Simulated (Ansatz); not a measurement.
CH4SSi, SMILES C1[SiH2]S1: the interaction energy of a dimer with the counterpoise correction, run with Ansatz's Python interface.

`ch4ssi.py`:
```python
# -*- coding: utf-8 -*-
'''Binding of a CH4SSi dimer at a trial geometry.'''

import ansatz as az

FIRST = [
    ('C', (-0.6912, -0.2064, -0.5232)),
    ('Si', (0.7301, 0.4061, 0.3483)),
    ('S', (-0.5859, -1.3206, 0.6787)),
    ('H', (-0.5123, -0.5028, -1.5527)),
    ('H', (-1.6166, 0.4621, -0.4807)),
    ('H', (0.5842, 1.2926, 1.5411)),
    ('H', (2.092, -0.131, -0.0117)),
]
SECOND = [
    ('C', (3.2607, -0.6106, -4.8172)),
    ('Si', (2.8352, -0.7667, -3.0998)),
    ('S', (3.024, 0.9684, -4.4325)),
    ('H', (2.5858, -1.1056, -5.5094)),
    ('H', (4.3374, -0.8859, -5.0813)),
    ('H', (3.8631, -0.6008, -2.0293)),
    ('H', (1.3814, -0.8819, -2.7175)),
]

def energy(atoms, ghosts=()):
    molecule = az.Crystal.molecule()
    for symbol, xyz in atoms:
        molecule = molecule.atom(symbol, xyz)
    calc = (
        molecule.calculation()
        .basis(gaussian='cc-pVDZ')
        .functional('pbe0')
    )
    deck = calc.input()
    if ghosts:
        deck = deck.set(az.key.basis.gaussian.ghost_atoms, [{'symbol': s, 'position_ang': list(xyz)} for s, xyz in ghosts])
    return az.Session.from_dict(deck).plan().execute().report['free_energy_ev']

# ghost atoms carry the functions of the partner
both = energy(FIRST + SECOND)
alone = energy(FIRST) + energy(SECOND)
ghosted = energy(FIRST, SECOND) + energy(SECOND, FIRST)
print(f'dimer {both:.6f} eV')
print(f'interaction, uncorrected   {(both - alone):8.3f} eV')
print(f'interaction, counterpoise  {(both - ghosted):8.3f} eV')
print(f'basis-set superposition    {(alone - ghosted):8.3f} eV')
```

How large is the interaction at this pose, and how much of it is basis-set superposition?

Uncorrected it is -0.010 eV, with the counterpoise correction -0.002 eV; the difference, 0.01 eV, is the superposition error.

The output:

Running `python ch4ssi.py` prints:
```text
dimer -39611.321045 eV
interaction, uncorrected     -0.010 eV
interaction, counterpoise    -0.002 eV
basis-set superposition       0.008 eV
```

Reading the output:
- Total energies depend on the basis set; only differences at equal settings carry meaning.
- The dimer is a generated trial pose of unrelaxed monomers, not a minimum, so the figure is no binding energy, and the basis set is small.
- This level lacks the dispersion part of the attraction (electrostatics and induction are there), which can decide the sign where the interaction is weak.
- Run time: 22 s on 1 thread of Arm Neoverse V1, on a shared host, peak memory 0.41 GiB.

(A comment or docstring line of the script was reworded after the run, the code is as it ran; lines on the test bed's own set-up are left out of the output.)
